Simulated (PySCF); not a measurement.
# Ti(OtBu)2(OMe)2: geometry, NMR shifts

What NMR shifts should Ti(OtBu)2(OMe)2 (`C[O][Ti]([O]C)([O]C(C)(C)C)[O]C(C)(C)C`) show?

The runs use PySCF 2.14.0, with density-fitted response routines of our own; the level of theory stands in each step. All values are computed, except where a source is named. Atoms are numbered from 0 throughout.

## (1) The starting structure

39 atoms, charge 0, multiplicity 1; geometry from: GFN2-xTB. The atoms were then displaced at random by about 0.03 Å, so the start is not that level's minimum.

Bonds of the start (Å): Ti0–O1 1.72, Ti0–O15 1.70, Ti0–O29 1.91, Ti0–O34 1.69, O1–C2 1.36, C2–C3 1.57, C2–C4 1.51, C2–C5 1.58, C3–H6 1.05, C3–H7 1.08, C3–H8 1.19, C4–H9 1.09, C4–H10 1.12, C4–H11 1.08, C5–H12 1.09, C5–H13 1.11, C5–H14 1.07, O15–C16 1.42, C16–C17 1.55, C16–C18 1.49, C16–C19 1.53, C17–H20 1.13, C17–H21 1.10, C17–H22 1.10, C18–H23 1.12, C18–H24 1.11, C18–H25 1.06, C19–H26 1.10, C19–H27 1.18, C19–H28 1.16 and more.

## (2) Optimising the geometry at PBE0-D3(BJ)/def2-SVP

What the job is given:

```
{"job": {"xc": "PBE0", "basis": "def2-SVP", "d3": "d3bj", "grid": 1, "maxiter": 40, "shake": 0.03, "kind": "geom"}, "charge": 0, "multiplicity": 1}
Ti    -0.565910    -0.191530    -0.221170
O     -0.796070    -0.120850     1.484140
C     -0.041630     0.656360     2.307000
C      0.221230     2.098230     1.750310
C     -0.630860     0.681610     3.700020
C      1.409160     0.045310     2.403110
H      0.759690     2.719160     2.403760
H      0.610070     2.055460     0.744070
H     -0.884680     2.536290     1.736960
H     -1.625070     1.130770     3.695850
H     -0.044520     1.281840     4.442770
H     -0.698740    -0.308250     4.138140
H      1.742640     0.002180     1.368060
H      1.293070    -0.968220     2.840730
H      2.069110     0.589630     3.040490
O      0.972780     0.301340    -0.758030
C      1.444720    -0.159530    -2.019960
C      0.276390    -0.060140    -3.033320
C      2.626940     0.653300    -2.437780
C      1.798560    -1.643380    -1.861370
H      0.611050    -0.324100    -4.078630
H     -0.485460    -0.817540    -2.796630
H     -0.054490     0.982140    -3.108440
H      2.298390     1.723120    -2.548820
H      3.078110     0.306480    -3.388770
H      3.385960     0.661780    -1.692960
H      1.017180    -2.289850    -1.435350
H      2.726880    -1.715740    -1.140530
H      2.191990    -2.090270    -2.860540
O     -1.753410     1.148260    -0.898150
C     -3.094710     0.995430    -0.537560
H     -3.516950     0.095880    -1.098680
H     -3.604070     1.948040    -0.862300
H     -3.222220     0.893760     0.555440
O     -1.213780    -1.671750    -0.714290
C     -1.952030    -2.596880     0.072330
H     -1.311600    -3.341930     0.461960
H     -2.708280    -3.090240    -0.579470
H     -2.437160    -2.085000     0.859520
```

On the command line:

```console
> OMP_NUM_THREADS=2 python probes_run.py task.json out
```

This one command runs all jobs of the session in turn.

**Question.** This job is followed by: GIAO PBE0/pcSseg-1 Ti:pcSseg-2 NMR shielding, non-relativistic, gas phase. What will the session give for the following? point group; rotational constants (main isotopes); 13C shifts against TMS (PBE0/pcSseg-2+pcSseg-1, means over atoms taken as alike); 1H shifts against TMS (PBE0/pcSseg-2+pcSseg-1, means over atoms taken as alike); 49Ti shifts against TiCl4 (PBE0/pcSseg-2+pcSseg-1); 17O shifts against H2O (PBE0/pcSseg-2+pcSseg-1, means over atoms taken as alike); surface potential, 1st and 99th percentile.

As calculated:

| quantity | value |
| --- | --- |
| point group | C1 |
| rotational constants (main isotopes) | 0.52, 0.39, 0.32 GHz |
| 13C shifts against TMS (PBE0/pcSseg-2+pcSseg-1, means over atoms taken as alike) | 80.0, 65.0, 33.4 ppm |
| 1H shifts against TMS (PBE0/pcSseg-2+pcSseg-1, means over atoms taken as alike) | 4.14, 1.32 ppm |
| 49Ti shifts against TiCl4 (PBE0/pcSseg-2+pcSseg-1) | -916 ppm |
| 17O shifts against H2O (PBE0/pcSseg-2+pcSseg-1, means over atoms taken as alike) | 382.8, 272.1 ppm |
| surface potential, 1st and 99th percentile | -1.33 V and 0.62 V |

The start was shaken at random, so part of the energy gained undoes that. Over 39 steps the energy fell by 2.146 eV; of the close pairs, Ti0–C2 changed most, 2.718 to 3.076 Å. No frequency check was run at this level, so the end point may be a saddle. At PBE0/pcSseg-2+pcSseg-1: Shielding is most anisotropic at O1, O15 (span 551 ppm, paramagnetic term -459 ppm). By nearest atom (PBE0/pcSseg-2+pcSseg-1), the HOMO sits on O29 38 %; O15, O34 about 15 % each and the LUMO on Ti0 73 %; O1, O34 about 7 % each.
